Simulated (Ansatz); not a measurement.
**C3H8Cl3NZr: geometry and vibrations**

What shape does C3H8Cl3NZr take? The plan is to relax it, then compute its harmonic vibrations to see whether it is a minimum and to get the zero-point energy and entropy.

Program: Ansatz 0.2.0, Gaussian basis. Level of theory: RKS PBE0-D4/def2-TZVP. These are calculated values, not measurements.

Levels to be run: relaxation at PBE0-D4/def2-TZVP; harmonic vibrations at the same level.

2 further runs of the same task are left out: 1 that didn't finish, 1 set aside as unsound or not needed.

### Step 1. Where the work starts

SMILES `CC[N](C)[Zr]([Cl])([Cl])[Cl]`, 16 atoms, charge 0, spin multiplicity 1.

Atoms are counted from 1 here; the program's logs count them from 0.

Bond lengths: C1–C2 1.549 Å, C1–H9 1.103 Å, C1–H10 1.089 Å, C1–H11 1.095 Å, C2–N3 1.462 Å, C2–H12 1.100 Å, C2–H13 1.101 Å, N3–C4 1.466 Å, N3–Zr5 1.977 Å, C4–H14 1.108 Å, C4–H15 1.099 Å, C4–H16 1.101 Å, Zr5–Cl6 2.290 Å, Zr5–Cl7 2.290 Å, Zr5–Cl8 2.284 Å. Angles: C2–C1–H9 110.4°, C2–C1–H10 109.8°, C2–C1–H11 110.5°, H9–C1–H10 108.3°, H9–C1–H11 109.4°, H10–C1–H11 108.4°, C1–C2–N3 112.1°, C1–C2–H12 109.3°, C1–C2–H13 109.0°, N3–C2–H12 109.9°, N3–C2–H13 108.2°, H12–C2–H13 108.2°, C2–N3–C4 112.9°, C2–N3–Zr5 111.9°, C4–N3–Zr5 109.0°, N3–C4–H14 112.5°, N3–C4–H15 110.1°, N3–C4–H16 108.9° and more.

Coordinates:

```xyz
16

C     1.6332   -0.4307   -0.3347
C     0.9096   -0.1066    0.9958
N    -0.4892    0.2625    0.7862
C    -1.3857   -0.8968    0.7514
Zr   -0.7339    1.3163   -0.8690
Cl   -2.8277    2.2426   -0.8520
Cl    0.7600    3.0175   -1.2099
Cl   -0.8129   -0.0520   -2.6955
H     1.6895    0.4691   -0.9709
H     2.6485   -0.7682   -0.1300
H     1.1076   -1.2256   -0.8734
H     0.9714   -0.9776    1.6649
H     1.4193    0.7391    1.4835
H    -1.0980   -1.6321   -0.0253
H    -1.3802   -1.4087    1.7244
H    -2.4114   -0.5489    0.5545
```

The start is a GFN2-xTB geometry. Zr takes the def2 core potential; no spin-orbit term is included.

### Step 2. Geometry optimisation, PBE0-D4/def2-TZVP

Contents of in.yaml:

```yaml
crystal:
  periodic: [false, false, false]
  atoms:
    - {symbol: C, position_ang: [1.633220, -0.430740, -0.334670]}
    - {symbol: C, position_ang: [0.909610, -0.106630, 0.995790]}
    - {symbol: N, position_ang: [-0.489230, 0.262480, 0.786160]}
    - {symbol: C, position_ang: [-1.385660, -0.896760, 0.751450]}
    - {symbol: Zr, position_ang: [-0.733870, 1.316280, -0.869020]}
    - {symbol: Cl, position_ang: [-2.827670, 2.242610, -0.852000]}
    - {symbol: Cl, position_ang: [0.759970, 3.017550, -1.209910]}
    - {symbol: Cl, position_ang: [-0.812920, -0.051980, -2.695500]}
    - {symbol: H, position_ang: [1.689490, 0.469110, -0.970860]}
    - {symbol: H, position_ang: [2.648470, -0.768210, -0.130050]}
    - {symbol: H, position_ang: [1.107570, -1.225580, -0.873440]}
    - {symbol: H, position_ang: [0.971380, -0.977560, 1.664940]}
    - {symbol: H, position_ang: [1.419330, 0.739100, 1.483530]}
    - {symbol: H, position_ang: [-1.098040, -1.632090, -0.025290]}
    - {symbol: H, position_ang: [-1.380230, -1.408680, 1.724420]}
    - {symbol: H, position_ang: [-2.411410, -0.548910, 0.554470]}
basis:
  gaussian: {orbitals: def2-TZVP}
hamiltonian: {xc: pbe0, dispersion: d4}
relax: {f_tol: 0.005, max_steps: 150}
```

Run with:

```console
$ ansatz run in.yaml --threads 5 --pin off --events-out ev --progress --plain --max-ram 66560MiB --backend cuda --devices 0, --max-vram 37GiB
```

Further steps of the session: Vibrations by finite differences.

Q: Predict the results of all the runs planned. Wanted: point group; shift from the start; total energy; dispersion term; dipole moment; lowest, highest wavenumber; zero-point energy.

The runs gave:

| quantity | value |
| --- | --- |
| point group | C1 |
| steps | 20 |
| shift from the start (rms) | 0.827 Å |
| total energy | -43572.8318 eV |
| dispersion term | -460 meV |
| dipole moment | 3.86 D |
| lowest, highest wavenumber | 33, 3138 cm⁻¹ |
| zero-point energy | 71.4 kcal/mol |
| entropy at 298.15 K | 491.1 J/(mol K) |

In words: The relaxed geometry lies 0.83 Å (rms) from the start; the bond that changed most is Zr5–Cl8, from 2.284 to 2.353 Å. All wavenumbers are real, so the end point is a minimum. The stiffest mode, 3138 cm⁻¹, is a C–H stretch, and 8 modes under 200 cm⁻¹ make the vibrational entropy uncertain. Harmonic hybrid wavenumbers usually lie a few per cent above measured fundamentals. The largest Mulliken charge, +1.26 e, sits on Zr5.
